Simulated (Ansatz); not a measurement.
# GaSb, space group F-43m: a point defect in a supercell

Computed with Ansatz's Python interface.

Typed at the interpreter:
```pycon
>>> import ansatz as az
>>> import numpy as np
>>> from pymatgen.core import Lattice, Structure
>>> from pymatgen.io.ase import AseAtomsAdaptor
>>> pmg_structure = Structure(
...     Lattice([[0.0, 3.059, 3.059], [3.059, 0.0, 3.059], [3.059, 3.059, 0.0]]),
...     ["Ga", "Sb"],
...     [
...         [0.0, 0.0, 0.0],
...         [0.25, 0.25, 0.25],
...     ],
... )
>>> structure = az.Crystal.from_ase(AseAtomsAdaptor.get_atoms(pmg_structure))
>>> host = structure.supercell(2)
>>> defective = host.substitution("Tl", at=[0.0, 0.0, 0.0], replaces="Ga")
>>> def settled(structure):
...     return (
...         structure.calculation()
...         .kpoints(2, 2, 2)
...         .functional(az.Functional.R2SCAN)
...         .scf(tolerance=1e-10)
...         .occupations("fermi_dirac", width=0.05)
...         .band_table()
...     )
...
>>> perfect = settled(host).run(threads=1, pin="off").report
DeckWarning: basis.ecutwfc = 500 eV, auto-derived from the records' recommended cutoffs: set by Ga (their level for a meta-GGA)
>>> model = settled(defective).forces()
>>> done = model.run(threads=1, pin="off")
DeckWarning: basis.ecutwfc = 500 eV, auto-derived from the records' recommended cutoffs: set by Tl (their level for a meta-GGA)
>>> summary = done.report
>>> sorted(key for key in summary if key.endswith("_ev"))
['eigenvalues_ev', 'energy_sigma0_ev', 'entropy_ts_ev', 'fermi_energy_ev', 'free_energy_ev', 'gap_by_band_count_ev', 'harris_foulkes_ev', 'internal_energy_ev', 'lagrangian_above_aufbau_ev', 'lagrangian_ev', 'lagrangian_sigma0_ev', 'loop_fermi_energy_ev', 'occupations_fermi_energy_ev', 'residual_norms_ev']
>>> n_host, n_defect = len(perfect["lattice"]["sites"]), len(summary["lattice"]["sites"])
>>> print(f"perfect cell: {n_host} atoms, F = {perfect['free_energy_ev']:.4f} eV")
perfect cell: 16 atoms, F = -82317.4748 eV
>>> print(f"defect cell:  {n_defect} atoms, F = {summary['free_energy_ev']:.4f} eV")
defect cell:  16 atoms, F = -89984.3334 eV
>>> # chemical potentials are still to be added to this difference
>>> print(f"difference {summary['free_energy_ev'] - perfect['free_energy_ev']:.4f} eV (no chemical potentials)")
difference -7666.8586 eV (no chemical potentials)
>>> pull = np.linalg.norm(summary["forces_ev_ang"], axis=1)
>>> for atom in np.argsort(-pull)[:5]:
...     print(f"force on {done.lattice.sites[atom].symbol}{atom}: {pull[atom]:.3f} eV/A")
...
force on Sb1: 1.725 eV/A
force on Sb3: 1.725 eV/A
force on Sb5: 1.725 eV/A
force on Sb9: 1.725 eV/A
force on Ga8: 0.063 eV/A
>>> for label, run in (("perfect", perfect), ("defect", summary)):
...     levels, filled = np.array(run["eigenvalues_ev"][0]), np.array(run["occupations"][0])
...     top = int(np.argmin(np.abs(levels - run["fermi_energy_ev"])))
...     window = slice(max(top - 3, 0), top + 4)
...     print(label, "levels near E_F at the first k-point:", ", ".join(f"{e - run['fermi_energy_ev']:.2f} ({f:.2f})" for e, f in zip(levels[window], filled[window])))
...
perfect levels near E_F at the first k-point: -0.26 (1.99), -0.26 (1.99), -0.26 (1.99), 0.21 (0.03), 0.43 (0.00), 0.43 (0.00), 0.43 (0.00)
defect levels near E_F at the first k-point: -0.21 (1.97), -0.21 (1.97), -0.21 (1.97), 0.15 (0.09), 0.40 (0.00), 0.40 (0.00), 0.40 (0.00)
```

What to keep in mind:
- Total energies depend on the potentials; only differences at equal settings carry meaning. A total without «per atom» is that of the cell as typed.
- Semilocal gaps usually lie well under measured ones.
- The computed bands are complete only to about 3.8 eV above the Fermi level.
- The k-point mesh is coarse, and energy and stress weren't tested for convergence.
- Of the deposited cell: the entry's cell lengths or inner coordinates differ somewhat from later room-temperature determinations.
- The atoms stand at ideal sites; relaxing them can change energy and levels by an eV or more.
- The difference holds no chemical potentials.
- In a crystal with a gap the Fermi level's place inside it depends on smearing and mesh.
- Each cell's levels count from its own Fermi level and aren't aligned; one k-point can hide that the defect cell is metallic.
- The structure is a deposited one; some such entries were measured under pressure or heat, so a shift against it needn't be the functional's error alone.
- Levels are Kohn-Sham eigenvalues on this mesh, without spin-orbit coupling.
- Warnings are shown shortened and without file and line.
- The supercell is small, so the defect meets its images and the energies aren't those of an isolated defect; a partly filled defect level may also lower its energy by spin or distortion. For a charged cell the difference holds no correction, alignment or term for the electrons' reservoir.
- Hardware and time: 65 s on 1 thread of Arm Neoverse V1, on a shared host, peak memory 2.1 GiB.
